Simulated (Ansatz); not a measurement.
# CH6GeS2: up Jacob's ladder to CCSD(T)

Aim: compute CH6GeS2 with functionals from several rungs and with coupled cluster, and see how far each lands from CCSD(T) at the basis-set limit for the atomisation energy.

Program: Ansatz 0.2.0, Gaussian basis. Level of theory: functionals in def2-TZVPP, the program's frozen cores in correlated methods. These are calculated values, not measurements.

The runs, in order: LDA (SPW92), PBE-D4, revPBE-D4, BLYP-D4, r2SCAN-D4, B97M-V, PBE0-D4, B3LYP-D4, r2SCANh-D4, r2SCAN0-D4, HSE06-D4, BHLYP-D4, CAM-B3LYP-D4, LC-ωPBE, ωB97X-V, ωB97M-V, B2PLYP, PBE-QIDH; CCSD(T)/def2-SVP; CCSD(T)/def2-TZVPP; MP2/def2-QZVPP; extrapolation to the limit; RPA on PBE.

## (1) The geometry

All runs share one geometry, relaxed beforehand with PBE0-D4 in a triple-zeta def2 set.

SMILES `CS[S][GeH3]`, 10 atoms, charge 0, spin multiplicity 1.

Atoms are counted from 1 here; the program's logs count them from 0.

Bond lengths: C1–S2 1.801 Å, C1–H5 1.089 Å, C1–H6 1.093 Å, C1–H7 1.090 Å, S2–S3 2.052 Å, S3–Ge4 2.233 Å, Ge4–H8 1.538 Å, Ge4–H9 1.534 Å, Ge4–H10 1.537 Å. Angles: S2–C1–H5 110.8°, S2–C1–H6 106.0°, S2–C1–H7 111.1°, H5–C1–H6 109.4°, H5–C1–H7 110.3°, H6–C1–H7 109.2°, C1–S2–S3 102.3°, S2–S3–Ge4 99.0°, S3–Ge4–H8 106.8°, S3–Ge4–H9 109.2°, S3–Ge4–H10 108.8°, H8–Ge4–H9 111.1°, H8–Ge4–H10 110.6°, H9–Ge4–H10 110.3°.

## (2) LDA

This LDA is Slater exchange with PW92 correlation.

File in.yaml:

```yaml
crystal:
  periodic: [false, false, false]
  atoms:
    - {symbol: C, position_ang: [-0.353156, 1.530653, -1.176463]}
    - {symbol: S, position_ang: [0.482276, 1.519977, 0.418773]}
    - {symbol: S, position_ang: [1.649938, -0.161993, 0.288442]}
    - {symbol: Ge, position_ang: [0.205122, -1.654352, 1.107373]}
    - {symbol: H, position_ang: [0.368930, 1.589502, -1.989955]}
    - {symbol: H, position_ang: [-0.979864, 2.425737, -1.182349]}
    - {symbol: H, position_ang: [-0.985275, 0.650555, -1.294273]}
    - {symbol: H, position_ang: [0.882683, -3.030931, 1.003618]}
    - {symbol: H, position_ang: [-0.110352, -1.301510, 2.566575]}
    - {symbol: H, position_ang: [-1.077202, -1.618739, 0.261261]}
basis:
  gaussian: {orbitals: def2-TZVPP}
hamiltonian: {xc: lda}
output: {orbitals: {seedname: orbitals}}
```

The runs that follow: PBE-D4 (GGA); revPBE-D4 (GGA); BLYP-D4 (GGA); r2SCAN-D4 (meta-GGA); B97M-V (meta-GGA); PBE0-D4 (hybrid); B3LYP-D4 (hybrid); r2SCANh-D4 (hybrid); r2SCAN0-D4 (hybrid); HSE06-D4 (hybrid); BHLYP-D4 (hybrid); CAM-B3LYP-D4 (range-separated); LC-ωPBE (range-separated); ωB97X-V (range-separated); ωB97M-V (range-separated); B2PLYP (double hybrid); PBE-QIDH (double hybrid); CCSD(T) in def2-SVP; CCSD(T) in def2-TZVPP; MP2 in def2-QZVPP; RPA on PBE orbitals.

Q: Predict the results of all the runs planned. Wanted: atomisation energy, CCSD(T)/CBS; farthest beyond LDA; mean size of error, GGA; mean size of error, meta-GGA; mean size of error, hybrid; mean size of error, range-separated; mean size of error, double hybrid; gap, smallest and largest; T1 diagnostic.

As calculated:

```
                               quantity                                                                                                     value
        atomisation energy, CCSD(T)/CBS                                                                                             3069.4 kJ/mol
 functionals within 30.7 kJ/mol (1.0 %)  r2SCAN-D4, PBE0-D4, B3LYP-D4, r2SCANh-D4, r2SCAN0-D4, HSE06-D4, CAM-B3LYP-D4, ωB97X-V, ωB97M-V, PBE-QIDH
                    farthest beyond LDA                                                                                   BHLYP-D4 (-89.8 kJ/mol)
                mean size of error, GGA                                                                                               33.5 kJ/mol
           mean size of error, meta-GGA                                                                                               23.9 kJ/mol
             mean size of error, hybrid                                                                                               26.9 kJ/mol
    mean size of error, range-separated                                                                                               23.7 kJ/mol
      mean size of error, double hybrid                                                                                               46.1 kJ/mol
              gap, smallest and largest                                                                 3.78 eV (LDA (SPW92)), 10.98 eV (LC-ωPBE)
                          T1 diagnostic                                                                                                    0.0118
triples share of the correlation energy                                                                                                     4.2 %
```

In words: LDA overbinds by 441.1 kJ/mol (14 %). PBE-D4 misses by +31.7 kJ/mol. Double hybrids carry the basis error of their MP2 part in triple zeta, and no dispersion term here, so their miss is partly the set-up's. The rungs range-separated, meta-GGA, hybrid miss on average by less than the doubt on the reference (30.7 kJ/mol), so they tie. The reference freezes the cores and leaves out relativity and excitations past (T), and its outer-core shells are covered unevenly, so misses under about 30.7 kJ/mol can't be ranked. Hartree-Fock recovers 71 % of the binding; the rest is correlation. CCSD(T) in def2-SVP is off by -238.1 kJ/mol, more than most functionals: a good method in a small basis is no reference. Orbital gaps span 3.8 to 11.0 eV; exact exchange widens them. Correlated methods include outer-core shells of Ge, which these sets cover unevenly.
